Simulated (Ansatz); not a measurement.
# BHOZn: basis-set convergence

One table from this session's results is given with a row withheld; the runs are named, their logs left out.

Computed with Ansatz 0.2.0, Gaussian basis. Level: one geometry, several basis sets.

Levels to be run: PBE0-D4/def2-SVP; ωB97M-V/def2-SVP; PBE0-D4/def2-QZVPP; ωB97M-V/def2-QZVPP; the functionals' def2-TZVPP values are taken from earlier runs.

## Structure used throughout

The geometry comes from an earlier relaxation with PBE0-D4 in a triple-zeta def2 set; it is a stationary point.

4 atoms, charge 0, spin multiplicity 1.

Atoms are counted from 1 here; the program's logs count them from 0.

Bond lengths: B1–O2 1.199 Å, B1–H4 1.173 Å. Angles: O2–B1–H4 178.5°.

Set-up of the first run:

The input, in.yaml:

```yaml
crystal:
  periodic: [false, false, false]
  atoms:
    - {symbol: B, position_ang: [0.446561, 0.324591, 0.685690]}
    - {symbol: O, position_ang: [0.126067, 1.435788, 0.368788]}
    - {symbol: Zn, position_ang: [-1.291867, -1.069698, -2.093877]}
    - {symbol: H, position_ang: [0.774740, -0.750881, 1.019098]}
basis:
  gaussian: {orbitals: def2-SVP}
hamiltonian: {xc: pbe0, dispersion: d4}
output: {orbitals: {seedname: orbitals}}
```

The run is started by

```
> ansatz run in.yaml --threads 2 --pin off --events-out ev --progress --plain --max-ram 4352MiB
```

Among the steps run: PBE0-D4 in def2-SVP; ωB97M-V in def2-SVP; PBE0-D4 in def2-QZVPP; ωB97M-V in def2-QZVPP.

One table of the session follows, with a row left open; its other results are not shown here.

It belongs to the step «Density functionals: the series». 

```
functional       basis  HOMO (eV)
   PBE0-D4    def2-SVP      -6.36
   PBE0-D4  def2-TZVPP      -6.64
   PBE0-D4  def2-QZVPP      -6.63
   ωB97M-V    def2-SVP      -8.43
   ωB97M-V  def2-TZVPP          ?
   ωB97M-V  def2-QZVPP      -8.72
```

**Question.** Estimate the row for ωB97M-V, def2-TZVPP.

The run gave: HOMO (eV): -8.71. In the column «HOMO (eV)» it lies between ωB97M-V, def2-QZVPP (-8.72) and ωB97M-V, def2-SVP (-8.43).
